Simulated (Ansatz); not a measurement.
# Ga: a slab and its surfaces, (210), 5 layers, part 2 of 2

What do the surfaces of Ga (210), 5 layers cost, and how tightly do they hold an electron? Methods of the runs shown: LAPW. Companion runs by PAW are cited. Its runs: bulk in the slab's orientation (LAPW); the reference run (LAPW); atoms relaxed (LAPW); Ge in place of Ga in the outer layer (LAPW); Ge in place of Ga in the middle layer (LAPW).

Ansatz 0.2.0; DFT PBEsol; a cell built from a prototype (bcc type), not taken from measurement. The steps go on from the part before.

## (5) Atoms relaxed, LAPW

Contents of input.yaml:

```yaml
crystal:
  lattice:
    - [7.3787257393, 0.0, 0.0]
    - [0.0, 3.2998664681, 0.0]
    - [0.0, 0.0, 18.9515]
  atoms:
    - { symbol: Ga, position: [0.049532343, 0.0, 0.4194340017] }
    - { symbol: Ga, position: [0.7828816017, 0.5, 0.4773582995] }
    - { symbol: Ga, position: [0.5000000057, 0.0, 0.5000000029] }
    - { symbol: Ga, position: [0.2171183952, 0.5, 0.5226416952] }
    - { symbol: Ga, position: [0.9504676543, 0.0, 0.5805660007] }
kpoints:
  mp_grid: { grid: [6, 12, 1] }
scf:
  occupations: { method: fermi_dirac, width: 0.1 }
hamiltonian:
  xc: pbesol
  pseudopotentials: { kind: all_electron, lapw: { basis_error: 0.001 } }
output:
  forces: true
  stress: true
  eigenvalues: true
relax:
  f_tol: 0.01
  max_steps: 12
efield:
  axis: 3
  amplitude: 0
  dipole_correction: true
```

Run with:

```bash
> ansatz run input.yaml --threads 2 --pin off --max-ram 4096MiB --backend cpu --events-out ev --progress --plain --runs-dir out
```

The log of the run:

```text
The last accepted step is kept in <dir> (removed where the run ends without a failure and the disk answers)
LAPW: plane waves up to 8.485 Å⁻¹, error target 1.0e-3 eV per atom; small_component_spin mean_spin; Ga in spheres of 1.307 Å, 21 of its electrons in bands, Dirac shells []
Engine: ansatz 0.2.0
Pseudopotentials: kind: all_electron
Pseudopotential: Ga, LAPW, valence charge 21, Koelling and Harmon's equation, gaussian nucleus
Functional definition: PBEsol
  exchange = pbesol_x
  correlation = pbesol_c
Crystal: 5 atoms, lattice volume = 461.446 Å³
Basis set: ecut = 274.30035080323245 eV, 4769 PW (Γ), exchange–correlation at level 2
Bands: 63, of which v1, the nominal top of the filled ones, is band 53 counted from 1 (52 counted from 0)
Symmetry: 2 space group operations
k-points: 28 of 72 (time reversal used)
Non-local potential: Ga, projectors of the file, none
Initial density: superposition of atomic densities (neutral atoms: chi_scale 0, normalization atom)
Initial wavefunctions: plane waves of lowest kinetic energy (no species holds an atomic orbital)
Functional: x = pbesol(κ = 0.804, μ = 0.12345679012345678), c = pbesol(β = 0.046)
iter 1 solved again at ethr=1.22e-3 eV; its pass at ethr=1.00e-1 eV (dr2=1.28e0 eV) is discarded
SCF iter   1: F=—  HF=-264298.302403 eV  |F-HF|=—  |Δ(HF+E_count)|=         —  Δρ=8.09e-3  dr2=1.29e0  ethr=1.22e-3  p=-0.000 e·Å  D=-4.31e-13 V/Å  ΔV_dip=0.00 eV  dr2_dipole=3.47e-16  V_vac-E_F(+/−)=5.62/5.62 eV  ⟨swp⟩=3.3  Hψ=11444  notcnv=0
efield: sawtooth ramp at fractional position 0.9500 (placed from the atoms, in the widest stretch of the axis that holds none; the zero of the levels goes with the place), width 0.1000; the density the first Hamiltonian is built on has a dipole p = -0.000 e·Å; the dipole correction subtracts the counter field D = -3.39e-13 V/Å, which shifts the + side's vacuum level by +0.00 eV against the − side's; the planar-averaged density in the ramp window peaks in size at 2.9e-6 e/Å³
preconditioner: auto → LDOS  [metal: Δε(μ)=0.051 eV  Ē_g=15.583 eV  σ=0.100 eV  W_gap=0.13  n_scr=70 (ndim 8)  ℏωp=13.9 eV  f_vac=0.707  D(μ)=3.19/eV (n_scr^D=16)  β→1.0]
iter 2 solved again at ethr=8.07e-5 eV; its pass at ethr=1.22e-3 eV (dr2=8.47e-2 eV) is discarded
SCF iter   2: F=—  HF=-264298.044764 eV  |F-HF|=—  |Δ(HF+E_count)|=   2.58e-1  Δρ=4.05e-3  dr2=8.44e-2  ethr=8.07e-5  p=0.000 e·Å  D=5.76e-9 V/Å  ΔV_dip=-0.00 eV  dr2_dipole=8.54e-13  V_vac-E_F(+/−)=4.61/4.61 eV  ⟨swp⟩=2.0  Hψ=9347  notcnv=0
SCF iter   3: F=—  HF=-264297.965892 eV  |F-HF|=—  |Δ(HF+E_count)|=   7.89e-2  Δρ=1.21e-3  dr2=1.73e-2  ethr=8.04e-5  p=0.000 e·Å  D=1.92e-7 V/Å  ΔV_dip=-0.00 eV  dr2_dipole=9.17e-13  V_vac-E_F(+/−)=4.54/4.54 eV  ⟨swp⟩=3.0  Hψ=5987  notcnv=0
SCF iter   4: F=—  HF=-264297.888906 eV  |F-HF|=—  |Δ(HF+E_count)|=   7.70e-2  Δρ=6.84e-4  dr2=1.19e-2  ethr=1.65e-5  p=0.000 e·Å  D=1.11e-7 V/Å  ΔV_dip=-0.00 eV  dr2_dipole=2.45e-13  V_vac-E_F(+/−)=4.47/4.47 eV  ⟨swp⟩=3.0  Hψ=5139  notcnv=0
SCF iter   5: F=—  HF=-264297.883355 eV  |F-HF|=—  |Δ(HF+E_count)|=         —  Δρ=1.81e-4  dr2=5.53e-4  ethr=1.13e-5  p=0.000 e·Å  D=3.90e-8 V/Å  ΔV_dip=-0.00 eV  dr2_dipole=2.05e-14  V_vac-E_F(+/−)=4.40/4.40 eV  ⟨swp⟩=3.0  Hψ=5211  notcnv=0
the basis was enlarged: its passes take 142.0 KiB over the memory plan, 2 of 2 planned eigensolver slots
SCF iter   6: F=—  HF=-264297.883135 eV  |F-HF|=—  |Δ(HF+E_count)|=   2.20e-4  Δρ=3.77e-5  dr2=2.06e-5  ethr=5.27e-7  p=0.000 e·Å  D=7.33e-9 V/Å  ΔV_dip=-0.00 eV  dr2_dipole=8.26e-16  V_vac-E_F(+/−)=4.37/4.37 eV  ⟨swp⟩=3.0  Hψ=5278  notcnv=0
SCF iter   7: F=—  HF=-264297.883135 eV  |F-HF|=—  |Δ(HF+E_count)|=  5.82e-10  Δρ=1.36e-5  dr2=1.55e-6  ethr=1.96e-8  p=0.000 e·Å  D=1.28e-9 V/Å  ΔV_dip=-0.00 eV  dr2_dipole=3.92e-17  V_vac-E_F(+/−)=4.37/4.37 eV  ⟨swp⟩=3.0  Hψ=5279  notcnv=0
SCF iter   8: F=-264297.883133 eV  HF=-264297.883133 eV  |F-HF|=2.93e-7  |Δ(HF+E_count)|=   2.26e-6  Δρ=5.68e-6  dr2=2.28e-7  ethr=1.48e-9  p=0.000 e·Å  D=4.10e-10 V/Å  ΔV_dip=-0.00 eV  dr2_dipole=1.40e-17  V_vac-E_F(+/−)=4.37/4.37 eV  ⟨swp⟩=3.0  Hψ=5257  notcnv=0
SCF 1 converged in 8 iterations: F = -264297.883133 eV  dr2 = 2.28e-7
relax step   1: F+E_penalty+E_count = -264297.88313316 eV  Δ(F+E_penalty+E_count) = +0.000e0 eV  max|allowed force component| = 4.812e-3 eV/Å  Δτ_max = 0.0000 Å  (8 SCF iters, dr2 threshold 2.50e-6 eV, accepted)
Initial density: handed on by an earlier stage of this run
Initial wavefunctions: those handed on with the density
iter 1 solved again at ethr=2.16e-10 eV; its pass at ethr=1.00e-1 eV (dr2=2.27e-7 eV) is discarded
SCF iter   1: F=—  HF=-264297.883133 eV  |F-HF|=—  |Δ(HF+E_count)|=         —  Δρ=5.54e-6  dr2=2.27e-7  ethr=2.16e-10  p=0.000 e·Å  D=4.10e-10 V/Å  ΔV_dip=-0.00 eV  dr2_dipole=2.67e-17  V_vac-E_F(+/−)=4.37/4.37 eV  ⟨swp⟩=2.0  Hψ=7160  notcnv=0
efield: sawtooth ramp at fractional position 0.9500 (handed on by an earlier solve), width 0.1000; the density the first Hamiltonian is built on has a dipole p = 0.000 e·Å; the dipole correction subtracts the counter field D = 4.13e-10 V/Å, which shifts the + side's vacuum level by -0.00 eV against the − side's; the planar-averaged density in the ramp window peaks in size at 1.3e-7 e/Å³
preconditioner: auto → LDOS  [metal: Δε(μ)=0.020 eV  Ē_g=15.651 eV  σ=0.100 eV  W_gap=0.05  n_scr=70 (ndim 8)  ℏωp=13.9 eV  f_vac=0.718  D(μ)=2.68/eV (n_scr^D=12)  β→1.0]
SCF iter   2: F=—  HF=-264297.883133 eV  |F-HF|=—  |Δ(HF+E_count)|=   3.68e-7  Δρ=1.59e-6  dr2=2.48e-8  ethr=2.16e-10  p=0.000 e·Å  D=1.37e-9 V/Å  ΔV_dip=-0.00 eV  dr2_dipole=3.04e-18  V_vac-E_F(+/−)=4.37/4.37 eV  ⟨swp⟩=3.0  Hψ=5276  notcnv=0
SCF iter   3: F=—  HF=-264297.883133 eV  |F-HF|=—  |Δ(HF+E_count)|=   7.92e-9  Δρ=6.71e-7  dr2=5.55e-9  ethr=2.37e-11  p=0.000 e·Å  D=8.49e-10 V/Å  ΔV_dip=-0.00 eV  dr2_dipole=6.02e-20  V_vac-E_F(+/−)=4.37/4.37 eV  ⟨swp⟩=3.0  Hψ=5352  notcnv=0
SCF iter   4: F=-264297.883133 eV  HF=-264297.883133 eV  |F-HF|=6.40e-10  |Δ(HF+E_count)|=   2.61e-8  Δρ=2.62e-7  dr2=8.86e-10  ethr=6.35e-12 (applied; sched 5.28e-12)  p=0.000 e·Å  D=7.46e-10 V/Å  ΔV_dip=-0.00 eV  dr2_dipole=2.68e-23  V_vac-E_F(+/−)=4.37/4.37 eV  ⟨swp⟩=3.0  Hψ=5400  notcnv=0
SCF 2 converged in 4 iterations: F = -264297.883133 eV  dr2 = 8.86e-10
relax step   2: F+E_penalty+E_count = -264297.88313323 eV  Δ(F+E_penalty+E_count) = -6.671e-8 eV  max|allowed force component| = 4.730e-3 eV/Å  Δτ_max = 0.0000 Å  (4 SCF iters, accepted)
SCF converged after 4 iterations
Free energy (F): -264297.883133 eV
Harris-Foulkes:  -264297.883133 eV  (|F-HF|=6.40e-10)
Internal energy: -264297.794042 eV  (E = F + TS)
E sigma→0 (E₀):  -264297.838587 eV
Entropy (-TS):   -0.089092 eV (-17.818 meV/atom)
Fermi energy:    -1.071166 eV
Dipole field:    D = 0.000000 V/Å  (p = 0.000000 e·Å, saw-weighted, corrected)
Work function:   Φ+ = 4.3696 eV   Φ− = 4.3696 eV
Levels:          The Fermi level and band energies are counted from a zero that moves with the ramp; work functions are not
--- Per-component energies (eV) ---
  E_band       = -5170.276833
  E_kinetic    = 269461.028461
  E_xc         = -10087.965108
  E_efield     = 0.000000  (sawtooth field / dipole correction)
  E_electrostatic = -523670.857395  (all electrons and nuclei)
  E_smearing   = -0.089092  (= −TS)
  E_closure    = 0.000000  (closes the sum)
  E_atoms      = -264283.530636  (free atoms, spherical and without spin; not in F)
  Σ components = -264297.883133   (vs F -264297.883133, Δ=0.00e0)
  Basis errors (estimates in eV, not in F): energy 4.6e-4 per atom: plane waves 4.2e-4 (2.5e-4 summed), levels above the bands 1.5e-25, relativity 1.7e-8, radial functions 4.1e-5, core shells 2.8e-10; eigenvalues (radial functions only) 3.2e-7; not estimated: angular momenta, meshes, grids; target (lapw.basis_error) 1.0e-3; muffin-tin radii Ga 1.307 Å
--- Forces (eV/Å), atoms counted from 1 ---
  atom   1  Ga     0.00196378     0.00000000     0.00473025
  atom   2  Ga    -0.00370188     0.00000000     0.00246102
  atom   3  Ga     0.00000008     0.00000000     0.00000004
  atom   4  Ga     0.00370179     0.00000000    -0.00246093
  atom   5  Ga    -0.00196378     0.00000000    -0.00473037
  max |Σ_I F_I| component: 5.22e-9 eV/Å
--- Stress (GPa, compression-positive) ---
       -0.741165       0.000000      -0.001014
        0.000000      -1.985699       0.000000
       -0.001014       0.000000      -0.005024
  P = ⅓ Tr σ = -0.9106 GPa (-9.106 kbar)
--- Band table (eV; the first three rows and the last of 28) ---
  k-point 0: bands = ["-144.5286", "-144.3771", "-144.3771", "-144.3109", "-144.3109", "-95.4836", "-95.4139", "-95.3926", "-95.2934", "-95.2934", "-95.2778", "-95.2778", "-95.2629", "-95.2626", "-95.2292", "-95.2288", "-95.2061", "-95.2061", "-95.2034", "-95.2034", "-16.1047", "-16.0930", "-16.0628", "-16.0106", "-15.9685", "-15.9246", "-15.9183", "-15.8957", "-15.8886", "-15.8764", "-15.8539", "-15.8410", "-15.8407", "-15.7922", "-15.7686", "-15.7430", "-15.7326", "-15.7267", "-15.7157", "-15.6950", "-15.6780", "-15.6740", "-15.6566", "-15.6282", "-15.5889", "-10.8564", "-8.0047", "-7.8445", "-7.0101", "-3.0439", "-2.2178", "-1.6311", "-0.3042", "1.0361", "1.0380", "2.0920", "2.6726", "2.9145", "3.4805", "3.7003", "4.2113", "4.8912", "5.0825"]
  k-point 1: bands = ["-144.5286", "-144.3771", "-144.3771", "-144.3109", "-144.3109", "-95.4836", "-95.4139", "-95.3926", "-95.2934", "-95.2934", "-95.2778", "-95.2778", "-95.2629", "-95.2626", "-95.2292", "-95.2288", "-95.2061", "-95.2061", "-95.2034", "-95.2034", "-16.1058", "-16.0873", "-16.0584", "-16.0099", "-15.9728", "-15.9297", "-15.9111", "-15.8971", "-15.8906", "-15.8701", "-15.8479", "-15.8414", "-15.8402", "-15.7930", "-15.7717", "-15.7436", "-15.7310", "-15.7269", "-15.7125", "-15.6951", "-15.6776", "-15.6725", "-15.6622", "-15.6294", "-15.5948", "-10.7593", "-7.9055", "-7.7462", "-6.9175", "-2.9758", "-2.1168", "-1.5337", "-0.2083", "0.5198", "1.1265", "1.6925", "2.7080", "2.9909", "3.5543", "3.6410", "3.8536", "3.9863", "4.3304"]
  k-point 2: bands = ["-144.5286", "-144.3771", "-144.3771", "-144.3109", "-144.3109", "-95.4836", "-95.4140", "-95.3926", "-95.2934", "-95.2934", "-95.2779", "-95.2779", "-95.2629", "-95.2627", "-95.2292", "-95.2288", "-95.2061", "-95.2061", "-95.2034", "-95.2034", "-16.1079", "-16.0811", "-16.0410", "-16.0076", "-15.9841", "-15.9308", "-15.9068", "-15.8931", "-15.8910", "-15.8658", "-15.8538", "-15.8395", "-15.8203", "-15.7965", "-15.7715", "-15.7436", "-15.7313", "-15.7296", "-15.7044", "-15.6944", "-15.6770", "-15.6756", "-15.6675", "-15.6330", "-15.6097", "-10.4675", "-7.6088", "-7.4520", "-6.6406", "-2.8381", "-1.8170", "-1.2464", "-0.9275", "0.0617", "1.3706", "1.4827", "1.8542", "2.2456", "2.7719", "3.3070", "3.3329", "3.8588", "4.1271"]
  k-point 27: bands = ["-144.5286", "-144.3771", "-144.3771", "-144.3109", "-144.3109", "-95.4836", "-95.4143", "-95.3926", "-95.2934", "-95.2934", "-95.2782", "-95.2781", "-95.2629", "-95.2626", "-95.2292", "-95.2288", "-95.2064", "-95.2064", "-95.2034", "-95.2034", "-16.1055", "-16.1046", "-16.0273", "-16.0143", "-15.9338", "-15.9236", "-15.9189", "-15.9114", "-15.8851", "-15.8689", "-15.8468", "-15.8367", "-15.8266", "-15.7691", "-15.7563", "-15.7533", "-15.7248", "-15.7200", "-15.6907", "-15.6874", "-15.6759", "-15.6674", "-15.6651", "-15.6460", "-15.6293", "-7.0822", "-6.8407", "-6.2400", "-6.0459", "-4.3043", "-2.6458", "-1.4638", "-1.0974", "-0.9993", "-0.5808", "0.1626", "0.6866", "0.9084", "2.5692", "3.1972", "3.5446", "4.0383", "4.5611"]
--- Relaxed structure (2 steps of the walk, 2 accepted, 0 SCFs on fresh bases) ---
  F+E_penalty+E_count = -264297.88313323 eV   max|allowed force component| = 4.730e-3 eV/Å
  atoms:
    - { symbol: Ga, position: [0.049532343, 0.0, 0.4194340017] }
    - { symbol: Ga, position: [0.7828816017, 0.5, 0.4773582995000001] }
    - { symbol: Ga, position: [0.5000000057, 0.0, 0.5000000029] }
    - { symbol: Ga, position: [0.2171183952, 0.5, 0.5226416952] }
    - { symbol: Ga, position: [0.9504676543, 0.0, 0.5805660007] }
```

Run time: 7.4 min. Hardware: 2 threads of Arm Neoverse V1, shared host; peak memory 1.2 GiB.

The steps of the relaxation:

```csv
step,energy from step 1 (eV/cell),largest force component (eV/Å)
1,0.0000,0.0048
2,0.0000,0.0047
```

Step 1 is the start. Step 2 solves the same geometry again.

Read from it: no gap; largest force 0.005 eV/Å; work function 4.37 eV.

## (6) Ge in place of Ga in the outer layer, LAPW

Edit input.yaml of step 5 so:

```diff
@@ -6,3 +6,3 @@
   atoms:
-    - { symbol: Ga, position: [0.049532343, 0.0, 0.4194340017] }
+    - { symbol: Ge, position: [0.049532343, 0.0, 0.4194340017] }
     - { symbol: Ga, position: [0.7828816017, 0.5, 0.4773582995] }
@@ -22,5 +22,2 @@
   eigenvalues: true
-relax:
-  f_tol: 0.01
-  max_steps: 12
 efield:
```

Run with:

```bash
> ansatz run input.yaml --threads 2 --pin off --max-ram 4096MiB --backend cpu --events-out ev --progress --plain --runs-dir out
```

The log of the run, cut to the lines that bear on the results:

```text
LAPW: plane waves up to 8.170 Å⁻¹, error target 1.0e-3 eV per atom; small_component_spin mean_spin; Ga in spheres of 1.348 Å, 21 of its electrons in bands, Dirac shells []; Ge in spheres of 1.348 Å, 22 of its electrons in bands, Dirac shells []
[...]
Pseudopotentials: kind: all_electron
Pseudopotential: Ge, LAPW, valence charge 22, Koelling and Harmon's equation, gaussian nucleus
Pseudopotential: Ga, LAPW, valence charge 21, Koelling and Harmon's equation, gaussian nucleus
Functional definition: PBEsol
[...]
Crystal: 5 atoms, lattice volume = 461.446 Å³
Basis set: ecut = 254.28201458576945 eV, 4279 PW (Γ), exchange–correlation at level 2
Bands: 64, of which v1, the nominal top of the filled ones, is band 53 counted from 1 (52 counted from 0)
Symmetry: 2 space group operations
Space group: Pm (ITA 6), of the structure as read, at distance tolerance 7.7e-5 Å
[...]
SCF converged after 10 iterations
Free energy (F): -268512.620608 eV
[...]
E sigma→0 (E₀):  -268512.569159 eV
Entropy (-TS):   -0.102898 eV (-20.580 meV/atom)
Fermi energy:    -1.118760 eV
Dipole field:    D = 0.009069 V/Å  (p = 0.023127 e·Å, saw-weighted, corrected)
Work function:   Φ+ = 4.3574 eV   Φ− = 4.5293 eV
Levels:          The Fermi level and band energies are counted from a zero that moves with the ramp; work functions are not
[...]
--- Forces (eV/Å), atoms counted from 1 ---
  atom   1  Ge    -0.10552217     0.00000000     0.49787732
  atom   2  Ga     0.36659123     0.00000000    -0.06681769
  atom   3  Ga    -0.00620272     0.00000000     0.01989007
  atom   4  Ga    -0.28944788     0.00000000    -0.17971658
  atom   5  Ga     0.03458799     0.00000000    -0.27126121
[...]
--- Stress (GPa, compression-positive) ---
       -1.091247       0.000000      -0.023495
        0.000000      -1.485169       0.000000
       -0.023495       0.000000      -0.423839
  P = ⅓ Tr σ = -1.0001 GPa (-10.001 kbar)
--- Band table (eV; the first three rows and the last of 28) ---
[...]
```

Run time: 4.7 min. Hardware: 2 threads of Arm Neoverse V1, shared host; peak memory 1.2 GiB.

Read from it: no gap; largest force 0.509 eV/Å; work function 4.36 / 4.53 eV.

## (7) Ge in place of Ga in the middle layer, LAPW

Edit input.yaml of step 6 so:

```diff
@@ -6,5 +6,5 @@
   atoms:
-    - { symbol: Ge, position: [0.049532343, 0.0, 0.4194340017] }
+    - { symbol: Ga, position: [0.049532343, 0.0, 0.4194340017] }
     - { symbol: Ga, position: [0.7828816017, 0.5, 0.4773582995] }
-    - { symbol: Ga, position: [0.5000000057, 0.0, 0.5000000029] }
+    - { symbol: Ge, position: [0.5000000057, 0.0, 0.5000000029] }
     - { symbol: Ga, position: [0.2171183952, 0.5, 0.5226416952] }
```

Run with:

```bash
> ansatz run input.yaml --threads 2 --pin off --max-ram 4096MiB --backend cpu --events-out ev --progress --plain --runs-dir out
```

The log of the run, cut to the lines that bear on the results:

```text
LAPW: plane waves up to 8.119 Å⁻¹, error target 1.0e-3 eV per atom; small_component_spin mean_spin; Ga in spheres of 1.354 Å, 21 of its electrons in bands, Dirac shells []; Ge in spheres of 1.341 Å, 22 of its electrons in bands, Dirac shells []
[...]
Pseudopotentials: kind: all_electron
Pseudopotential: Ga, LAPW, valence charge 21, Koelling and Harmon's equation, gaussian nucleus
Pseudopotential: Ge, LAPW, valence charge 22, Koelling and Harmon's equation, gaussian nucleus
Functional definition: PBEsol
[...]
Crystal: 5 atoms, lattice volume = 461.446 Å³
Basis set: ecut = 251.1418498728626 eV, 4231 PW (Γ), exchange–correlation at level 2
Bands: 64, of which v1, the nominal top of the filled ones, is band 53 counted from 1 (52 counted from 0)
Symmetry: 2 space group operations
k-points: 28 of 72 (time reversal used)
[...]
SCF converged after 9 iterations
Free energy (F): -268512.395757 eV
[...]
E sigma→0 (E₀):  -268512.355284 eV
Entropy (-TS):   -0.080946 eV (-16.189 meV/atom)
Fermi energy:    -1.116127 eV
Dipole field:    D = -0.000000 V/Å  (p = -0.000000 e·Å, saw-weighted, corrected)
Work function:   Φ+ = 4.4462 eV   Φ− = 4.4462 eV
Levels:          The Fermi level and band energies are counted from a zero that moves with the ramp; work functions are not
[...]
--- Forces (eV/Å), atoms counted from 1 ---
  atom   1  Ga     0.03717785     0.00000000     0.03318164
  atom   2  Ga    -0.16332138     0.00000000     0.03559302
  atom   3  Ge    -0.00000020     0.00000000     0.00000008
  atom   4  Ga     0.16332159     0.00000000    -0.03559290
  atom   5  Ga    -0.03717783     0.00000000    -0.03318179
[...]
--- Stress (GPa, compression-positive) ---
       -1.022690       0.000000       0.009208
        0.000000      -1.740816       0.000000
        0.009208       0.000000      -0.045016
  P = ⅓ Tr σ = -0.9362 GPa (-9.362 kbar)
--- Band table (eV; the first three rows and the last of 28) ---
[...]
```

Wall time 4.1 min (2 threads of Arm Neoverse V1, shared host); peak memory 1.2 GiB.

Read from it: no gap; largest force 0.167 eV/Å; work function 4.45 eV.

## (8) Side by side

Rows by PAW come from runs of the same series that aren't printed here.

| run | surface energy (J/m²) | work function (eV; upper / lower face where they differ) | gap (eV) | largest force (eV/Å) | time |
| --- | --- | --- | --- | --- | --- |
| Slab as cut, LAPW | 0.737 | 4.37 | none | 0.212 | 3.2 min |
| Atoms relaxed, LAPW | 0.716 | 4.37 | none | 0.005 | 7.4 min |
| Ge in place of Ga in the outer layer, LAPW | – | 4.36 / 4.53 | none | 0.509 | 4.7 min |
| Ge in place of Ga in the middle layer, LAPW | – | 4.45 | none | 0.167 | 4.1 min |
| Slab as cut, PAW | 0.738 | 4.37 | none | 0.213 | 37 s |
| Atoms relaxed, PAW | 0.716 | 4.37 | none | 0.007 | 2.9 min |
| Vacuum of 22 Å, PAW | 0.716 | 4.37 | none | 0.007 | 31 s |
| Ge in place of Ga in the outer layer, PAW | – | 4.36 / 4.53 | none | 0.511 | 22 s |
| Ge in place of Ga in the middle layer, PAW | – | 4.45 | none | 0.167 | 21 s |

Surface energy: (F of the slab less that of as many bulk atoms) over twice the area, the bulk computed in the slab's orientation.

## (9) What came out

What follows sums up all 2 parts.

| quantity | value |
| --- | --- |
| surface energy (LAPW, relaxed) | 0.72 J/m² |
| work function (LAPW, relaxed) | 4.37 eV |
| outer layer spacing (LAPW) | 0.74 → 1.10 Å |
| surface core-level shift by Z+1 (LAPW) | -0.22 eV |
| surface energy (PAW, relaxed) | 0.72 J/m² |
| work function (PAW, relaxed) | 4.37 eV |
| outer layer spacing (PAW) | 0.74 → 1.10 Å |
| surface core-level shift by Z+1 (PAW) | -0.22 eV |

By LAPW the surface costs 0.74 J/m² as cut and 0.72 J/m² relaxed. The outermost spacing changes by +48.8 % (LAPW). Putting the next element in the outer rather than the middle layer costs -0.22 eV (LAPW); in the Z+1 picture that is the binding energy at the surface less that inside. The outermost spacing changes by +48.8 % (PAW). Vacuum of 22 Å moves the work function by less than 0.01 eV (PAW). Putting the next element in the outer rather than the middle layer costs -0.22 eV (PAW); in the Z+1 picture that is the binding energy at the surface less that inside. Thickness wasn't converged, and no reconstruction was sought.
